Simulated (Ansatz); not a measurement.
# C2H6AsNO: basis-set convergence

How large a basis does C2H6AsNO need? Two functionals are run in growing sets.

Method: one geometry, several basis sets; program: Ansatz 0.2.0, Gaussian basis.

Plan: PBE0-D4/def2-SVP; ωB97M-V/def2-SVP; PBE0-D4/def2-QZVPP; ωB97M-V/def2-QZVPP; the functionals' def2-TZVPP values are taken from earlier runs.

**1. The relaxed structure**

The geometry comes from an earlier relaxation with PBE0-D4 in a triple-zeta def2 set; it is a stationary point, not always the lowest conformer.

SMILES `NC([AsH2])C=O`, 11 atoms, charge 0, spin multiplicity 1.

Atoms are counted from 1 here; the program's logs count them from 0.

Bond lengths: N1–C2 1.435 Å, N1–H6 1.014 Å, N1–H7 1.016 Å, C2–As3 2.011 Å, C2–C4 1.499 Å, C2–H8 1.098 Å, As3–H9 1.524 Å, As3–H10 1.519 Å, C4–O5 1.202 Å, C4–H11 1.113 Å. Angles: C2–N1–H6 109.8°, C2–N1–H7 109.7°, H6–N1–H7 105.8°, N1–C2–As3 113.0°, N1–C2–C4 116.7°, N1–C2–H8 110.5°, As3–C2–C4 105.8°, As3–C2–H8 102.0°, C4–C2–H8 107.5°, C2–As3–H9 93.2°, C2–As3–H10 92.1°, H9–As3–H10 92.6°, C2–C4–O5 123.9°, C2–C4–H11 115.1°, O5–C4–H11 121.0°.

**2. PBE0-D4 in def2-SVP**

The input, in.yaml:

```yaml
crystal:
  periodic: [false, false, false]
  atoms:
    - {symbol: N, position_ang: [-0.012987, 1.328709, 0.338951]}
    - {symbol: C, position_ang: [0.242870, 0.130414, -0.408097]}
    - {symbol: As, position_ang: [1.282384, -1.239308, 0.635167]}
    - {symbol: C, position_ang: [-0.951843, -0.591995, -0.954477]}
    - {symbol: O, position_ang: [-2.086993, -0.324089, -0.665501]}
    - {symbol: H, position_ang: [-0.576268, 1.111225, 1.153126]}
    - {symbol: H, position_ang: [-0.569506, 1.968397, -0.220323]}
    - {symbol: H, position_ang: [0.917326, 0.337476, -1.249862]}
    - {symbol: H, position_ang: [0.337544, -1.173254, 1.829613]}
    - {symbol: H, position_ang: [2.202332, -0.180040, 1.217065]}
    - {symbol: H, position_ang: [-0.719457, -1.424435, -1.655062]}
basis:
  gaussian: {orbitals: def2-SVP}
hamiltonian: {xc: pbe0, dispersion: d4}
output: {orbitals: {seedname: orbitals}}
```

The runs that follow: ωB97M-V in def2-SVP; PBE0-D4 in def2-QZVPP; ωB97M-V in def2-QZVPP.

Before running them: what should the planned runs give, taken together? Wanted: PBE0-D4: double and triple zeta above quadruple; ωB97M-V: double and triple zeta above quadruple.

**Answer**, as computed:

| quantity | value |
| --- | --- |
| PBE0-D4: double and triple zeta above quadruple | 15.71, 1.63 eV |
| ωB97M-V: double and triple zeta above quadruple | 15.89, 1.59 eV |

What this shows: For PBE0-D4 the step from double to triple zeta gains 14.08 eV and the next only 1.63 eV. These are total energies; as a rule much of such shifts cancels in differences, which this series doesn't test.
